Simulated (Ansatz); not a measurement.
# ZrB2: further runs on the relaxed cell

The task here is to estimate one member of a computed series from the others.

Computed with Ansatz 0.2.0 (DFT PBEsol, scalar-relativistic, plane waves, PAW, unless a step's input says otherwise).

1 further run of the same task is left out (set aside as unsound or not needed).

## The system as given

The structure is hexagonal, space group P6/mmm (No. 191). The conventional cell has a = 3.155 Å, b = 3.155 Å, c = 3.507 Å, α = 90.00°, β = 90.00°, γ = 120.00°. Zr (site symmetry 6/mmm) has 12 B at 2.53 Å as nearest neighbours. B (site symmetry -6m2) has 3 B at 1.82 Å and 6 Zr at 2.53 Å as nearest neighbours.

Structure file:

```cif
data_structure
_symmetry_space_group_name_H-M 'P6/mmm'
_symmetry_Int_Tables_number 191
_cell_length_a 3.1549
_cell_length_b 3.1549
_cell_length_c 3.5068
_cell_angle_alpha 90.000
_cell_angle_beta 90.000
_cell_angle_gamma 120.000
_cell_volume 30.23
loop_
_atom_site_label
_atom_site_type_symbol
_atom_site_symmetry_multiplicity
_atom_site_Wyckoff_symbol
_atom_site_fract_x
_atom_site_fract_y
_atom_site_fract_z
_atom_site_occupancy
Zr1 Zr 1 a 0.00000 0.00000 0.00000 1
B1 B 2 d 0.33333 0.66667 0.50000 1
```

This cell was relaxed beforehand with the same method: volume 10.08 Å³/atom, gap on the mesh none (metal).

Set-up of the first run:

input.yaml reads:

```yaml
crystal:
  lattice:
    - [3.1549374827, 0.0, 0.0]
    - [-1.5774687413, 2.7322560073, 0.0]
    - [0.0, 0.0, 3.5067685678]
  atoms:
    - { symbol: Zr, position: [0.0, 0.0, 0.0] }
    - { symbol: B, position: [0.3333333333, 0.6666666667, 0.5] }
    - { symbol: B, position: [0.6666666667, 0.3333333333, 0.5] }
basis:
  ecutwfc: 420
kpoints:
  mp_grid: { grid: [18, 18, 12] }
  band_path:
    path:
      - [[0.0, 0.0, 0.0], [0.5, 0.0, 0.0], [0.33333333, 0.33333333, 0.0], [0.0, 0.0, 0.0], [0.0, 0.0, 0.5], [0.5, 0.0, 0.5], [0.33333333, 0.33333333, 0.5], [0.0, 0.0, 0.5]]
      - [[0.5, 0.0, 0.5], [0.5, 0.0, 0.0]]
      - [[0.33333333, 0.33333333, 0.5], [0.33333333, 0.33333333, 0.0]]
    npoints: 14
hamiltonian:
  xc: pbesol
scf:
  occupations: { method: gaussian, width: 0.1 }
  n_extra_bands: 7
output:
  forces: true
  stress: true
  eigenvalues: true
  populations: true
  dos: { projected: true, de: 0.02, nscf_kmesh: { grid: [27, 27, 18] } }
  bader: true
  write_density: true
  write_potential: true
  elf: true
  volumetric_format: npy
```

The run is started by

```bash
ansatz run input.yaml --threads 1 --pin off --max-ram 2560MiB --backend cpu --events-out ev --progress --plain --runs-dir out
```

Steps of the session up to this table: Static run: bands, density of states and charges; The cell as listed, for comparison; Volume × 0.97; Volume × 1.03; Volume × 0.94; Volume × 1.06; The cell scaled to 0.91 of its volume; Volume × 1.10; Volume × 0.88.

One of the session's tables, all rows but one given; the rest of the session is left out.

```
volume (Å³/atom)  energy above the lowest point (meV/atom)  pressure (GPa)
           8.867                                     139.1           40.96
           9.169                                      74.1           28.30
           9.472                                      31.2           17.42
           9.774                                       7.4            8.05
          10.076                                       0.0           -0.02
          10.379                                         ?               ?
          10.681                                      25.8          -12.99
          11.084                                      67.2          -19.74
```

Q: Estimate the row for volume (Å³/atom) = 10.379 from the others.

Worked estimate for «energy above the lowest point (meV/atom)». A straight line through the neighbours (10.076, 0.0) and (10.681, 25.8) gives 0.0 + (25.8 − 0.0) × (10.379 − 10.076) / (10.681 − 10.076) = 12.9; a parabola fitted to 4 rows on both sides gives 7.0.

The run gave: energy above the lowest point (meV/atom): 6.8; pressure (GPa): -6.99. In «energy above the lowest point (meV/atom)» the line misses by +6.1 and the parabola by +0.2.
